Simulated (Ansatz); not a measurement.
**C₄H₁₀AlFO: small, medium and large basis sets**

An exercise on one series of results from a longer session: the logs are not shown, and one member is left open.

The runs use Ansatz 0.2.0, Gaussian basis; one geometry, several basis sets.

Plan: PBE0-D4/def2-SVP; ωB97M-V/def2-SVP; PBE0-D4/def2-QZVPP; ωB97M-V/def2-QZVPP; the functionals' def2-TZVPP values are taken from earlier runs.

## Structure used throughout

An earlier PBE0-D4 in a triple-zeta def2 set relaxation fixed the geometry.

SMILES `CC(C)[O][Al]([CH3])[F]`, 17 atoms, charge 0, spin multiplicity 1.

Atoms are counted from 1 here; the program's logs count them from 0.

Bond lengths: C1–C2 1.515 Å, C1–H8 1.093 Å, C1–H9 1.093 Å, C1–H10 1.091 Å, C2–C3 1.517 Å, C2–O4 1.409 Å, C2–H11 1.099 Å, C3–H12 1.094 Å, C3–H13 1.093 Å, C3–H14 1.093 Å, O4–Al5 1.677 Å, Al5–C6 1.930 Å, Al5–F7 1.655 Å, C6–H15 1.093 Å, C6–H16 1.094 Å, C6–H17 1.092 Å. Angles: C2–C1–H8 110.1°, C2–C1–H9 110.9°, C2–C1–H10 110.5°, H8–C1–H9 108.5°, H8–C1–H10 108.2°, H9–C1–H10 108.6°, C1–C2–C3 112.1°, C1–C2–O4 108.5°, C1–C2–H11 108.4°, C3–C2–O4 110.9°, C3–C2–H11 108.4°, O4–C2–H11 108.5°, C2–C3–H12 110.1°, C2–C3–H13 110.8°, C2–C3–H14 110.9°, H12–C3–H13 108.7°, H12–C3–H14 108.1°, H13–C3–H14 108.1° and more.

Set-up of the first run:

Input file in.yaml:

```yaml
crystal:
  periodic: [false, false, false]
  atoms:
    - {symbol: C, position_ang: [1.010931, -2.029515, -0.615548]}
    - {symbol: C, position_ang: [1.050328, -0.524488, -0.447040]}
    - {symbol: C, position_ang: [0.952700, 0.200485, -1.776212]}
    - {symbol: O, position_ang: [0.000553, -0.142691, 0.412056]}
    - {symbol: Al, position_ang: [-0.720065, 1.265951, 0.968540]}
    - {symbol: C, position_ang: [-2.258631, 1.211470, 2.133179]}
    - {symbol: F, position_ang: [-0.085053, 2.723921, 0.509301]}
    - {symbol: H, position_ang: [0.074762, -2.329887, -1.093602]}
    - {symbol: H, position_ang: [1.842724, -2.374075, -1.234640]}
    - {symbol: H, position_ang: [1.072667, -2.523759, 0.355576]}
    - {symbol: H, position_ang: [2.004302, -0.252321, 0.026807]}
    - {symbol: H, position_ang: [0.012355, -0.053936, -2.274296]}
    - {symbol: H, position_ang: [0.990786, 1.282982, -1.632181]}
    - {symbol: H, position_ang: [1.775370, -0.083646, -2.436908]}
    - {symbol: H, position_ang: [-2.084090, 1.793329, 3.042205]}
    - {symbol: H, position_ang: [-3.133023, 1.648045, 1.642008]}
    - {symbol: H, position_ang: [-2.506627, 0.188143, 2.420755]}
basis:
  gaussian: {orbitals: def2-SVP}
hamiltonian: {xc: pbe0, dispersion: d4}
output: {orbitals: {seedname: orbitals}}
```

Among the steps run: PBE0-D4 in def2-SVP; ωB97M-V in def2-SVP; PBE0-D4 in def2-QZVPP; ωB97M-V in def2-QZVPP.

One table of the session follows, with a row left open; its other results are not shown here.

It belongs to the step «Functionals by basis». 

```
functional       basis  HOMO (eV)  LUMO (eV)
   PBE0-D4    def2-SVP      -7.99       0.17
   PBE0-D4  def2-TZVPP      -8.08      -0.12
   PBE0-D4  def2-QZVPP      -8.10      -0.35
   ωB97M-V    def2-SVP          ?          ?
   ωB97M-V  def2-TZVPP     -10.49       1.31
   ωB97M-V  def2-QZVPP     -10.51       0.81
```

Q: Estimate the row for ωB97M-V, def2-SVP from the others.

**Answer.** HOMO (eV): -10.38; LUMO (eV): 1.72. In the column «HOMO (eV)» it lies between ωB97M-V, def2-TZVPP (-10.49) and PBE0-D4, def2-QZVPP (-8.10).
